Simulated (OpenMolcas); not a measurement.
# Pr³⁺ among point charges: CASSCF levels and susceptibility

Aim: the splitting of the states of Pr³⁺ in the field of 4 point charges, its lowest levels with spin-orbit coupling and its magnetic susceptibility.

The numbers are computed with OpenMolcas 26.06 (state-averaged CASSCF, spin-orbit coupling by RASSI with atomic mean-field integrals), except any that are marked as measured or tabulated.

## 1. Starting point

- Species: Pr³⁺ (praseodymium, Z = 59, 56 electrons)
- Basis: ANO-RCC-VDZP [7s6p4d2f1g], 68 functions
- Scalar Hamiltonian: DKH2, point nucleus
- Inactive shells: 1s 2s 2p 3s 3p 3d 4s 4p 4d 5s 5p
- Active space: 2 electrons in 7 orbitals (4f)
- Some configurations of this space: 4f²
- Orbitals: optimised for the highest spin of each parity, averaged over all roots

Outer shells as boxes (Hund's rule):

4f2
```
4f [↑ ][↑ ][  ][  ][  ][  ][  ]
```

The ion sits among 4 point charges of -1.5 e arranged as a tetrahedron (Td), 2.46 Å from the ion.

Each step is its own input file, run in one work folder so that later steps find the files of earlier ones. Labels, J, g values, rates, χT and fits are worked out afterwards by a script from the matrices that RASSI stores.

## 2. GATEWAY and SEWARD: basis and integrals

Input file a.inp:

```
&GATEWAY
Coord
1

Pr 0.0 0.0 0.0
Basis=ANO-RCC-VDZP
Group=NoSym
NoMove
AngMom=0.0 0.0 0.0
AMFI
XField
4 Angstrom 0
1.420282 1.420282 1.420282 -1.500000
1.420282 -1.420282 -1.420282 -1.500000
-1.420282 1.420282 -1.420282 -1.500000
-1.420282 -1.420282 1.420282 -1.500000
&SEWARD
```

Started as:

```bash
$ OMP_NUM_THREADS=1 MOLCAS_MEM=2252 MOLCAS_PROJECT=a pymolcas a.inp > a.log
```

## 3. CASSCF: triplets, 21 roots

Input file a.inp:

```
&RASSCF
FileOrb=start.orb
Symmetry=1
Spin=3
nActEl=2 0 0
Inactive=27
Ras2=7
CIRoot=21 21 1
SDav=21
CIMx=300
Iter=120 100
PrWF=0.3
OrbListing=Nothing
MaxOrb=0
>>> COPY $Project.JobIph JOB001
```

start.orb holds the contracted functions of the basis, ordered by shell, or the orbitals of the step before.

## 4. Reference wave functions, singlets, 28 roots

Input file a.inp:

```
&RASSCF
FileOrb=start.orb
Symmetry=1
Spin=1
nActEl=2 0 0
Inactive=27
Ras2=7
CIRoot=28 28 1
SDav=28
CIMx=300
Iter=120 100
PrWF=0.3
OrbListing=Nothing
MaxOrb=0
CIOnly
>>> COPY $Project.JobIph JOB002
```

## 5. State interaction with spin-orbit coupling

Input file a.inp:

```
&RASSI
NrOfJobIphs=2 21 27
1 2 3 4 5 6 7 8 9 10 11 12 13 14 15 16 17 18 19 20 21
1 2 3 4 5 6 7 8 9 10 11 12 13 14 15 16 17 18 19 20 21 22 23 24 25 26 27
IphNames
JOB001
JOB002
EJob
SpinOrbit
DIPRint=1.0
SOCoupling=1000.0
Subsets=2
Property=9
'ANGMOM' 1 'ANGMOM' 2 'ANGMOM' 3 'MLTPL  1' 1 'MLTPL  1' 2 'MLTPL  1' 3
'AMFI' 1 'AMFI' 2 'AMFI' 3
SOProperty=3
'ANGMOM' 1 'ANGMOM' 2 'ANGMOM' 3
```

Q: Predict the outcome of this session. Wanted: spin-free ground state; first state of the same spin within the active space; lowest level; next level.

The runs gave:

```
                                            quantity                            value
                                              method                           CASSCF
                              spin-free ground state  3T1, 3-fold in its orbital part
first state of the same spin within the active space                  3E at 24.9 cm⁻¹
                                        lowest level                        3-fold T2
                                          next level                       128.6 cm⁻¹
                                         χT at 300 K                   1.62 cm³ K/mol
                           effective moment at 300 K                          3.60 μB
```

The spin-free ground state (3T1) comes to 100 % from free-ion H terms and keeps the highest spin of the shell. The singlets rest on orbitals optimised for another spin in at least one step, which raises them against the optimised states. Not all states of the active space went into the spin-orbit step. Point charges carry no covalency, so the field is a model and not that of real ligands.
